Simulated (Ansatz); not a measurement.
# Sn₂H₆: how energies converge with the basis set

One table from this session's results is given with a row withheld; the runs are named, their logs left out.

Program: Ansatz 0.2.0, Gaussian basis. Level of theory: one geometry, several basis sets. These are calculated values, not measurements.

The runs, in order: PBE0-D4/def2-SVP; ωB97M-V/def2-SVP; PBE0-D4/def2-QZVPP; ωB97M-V/def2-QZVPP; the functionals' def2-TZVPP values are taken from earlier runs.

## The geometry

All runs share one geometry, relaxed beforehand with PBE0-D4 in a triple-zeta def2 set. Sn takes the def2 core potential; no spin-orbit term is included.

SMILES `[SnH3][SnH3]`, 8 atoms, charge 0, spin multiplicity 1.

Atoms are counted from 1 here; the program's logs count them from 0.

Bond lengths: Sn1–Sn2 2.767 Å, Sn1–H3 1.707 Å, Sn1–H4 1.707 Å, Sn1–H5 1.707 Å, Sn2–H6 1.707 Å, Sn2–H7 1.707 Å, Sn2–H8 1.707 Å. Angles: Sn2–Sn1–H3 110.6°, Sn2–Sn1–H4 110.6°, Sn2–Sn1–H5 110.6°, H3–Sn1–H4 108.3°, H3–Sn1–H5 108.3°, H4–Sn1–H5 108.3°, Sn1–Sn2–H6 110.6°, Sn1–Sn2–H7 110.6°, Sn1–Sn2–H8 110.6°, H6–Sn2–H7 108.3°, H6–Sn2–H8 108.3°, H7–Sn2–H8 108.3°.

The first run:

in.yaml reads:

```yaml
crystal:
  periodic: [false, false, false]
  atoms:
    - {symbol: Sn, position_ang: [-0.740533, 0.491617, -1.055358]}
    - {symbol: Sn, position_ang: [0.763750, -0.506060, 1.041233]}
    - {symbol: H, position_ang: [-0.532556, -0.465151, -2.454209]}
    - {symbol: H, position_ang: [-2.400053, 0.500118, -0.653581]}
    - {symbol: H, position_ang: [-0.270352, 2.090928, -1.424978]}
    - {symbol: H, position_ang: [0.541079, 0.440751, 2.444615]}
    - {symbol: H, position_ang: [2.425085, -0.497820, 0.647087]}
    - {symbol: H, position_ang: [0.305778, -2.111483, 1.399489]}
basis:
  gaussian: {orbitals: def2-SVP}
hamiltonian: {xc: pbe0, dispersion: d4}
output: {orbitals: {seedname: orbitals}}
```

Started as:

```console
> ansatz run in.yaml --threads 2 --pin off --events-out ev --progress --plain --max-ram 4352MiB
```

Among the steps run: PBE0-D4 in def2-SVP; ωB97M-V in def2-SVP; PBE0-D4 in def2-QZVPP; ωB97M-V in def2-QZVPP.

One table of the session follows, with a row left open; its other results are not shown here.

```
functional       basis  HOMO (eV)
   PBE0-D4    def2-SVP      -7.69
   PBE0-D4  def2-TZVPP      -7.72
   PBE0-D4  def2-QZVPP      -7.72
   ωB97M-V    def2-SVP      -9.60
   ωB97M-V  def2-TZVPP          ?
   ωB97M-V  def2-QZVPP      -9.67
```

Estimate the missing values for ωB97M-V, def2-TZVPP.

**Answer.** HOMO (eV): -9.68. In the column «HOMO (eV)» it is the lowest.
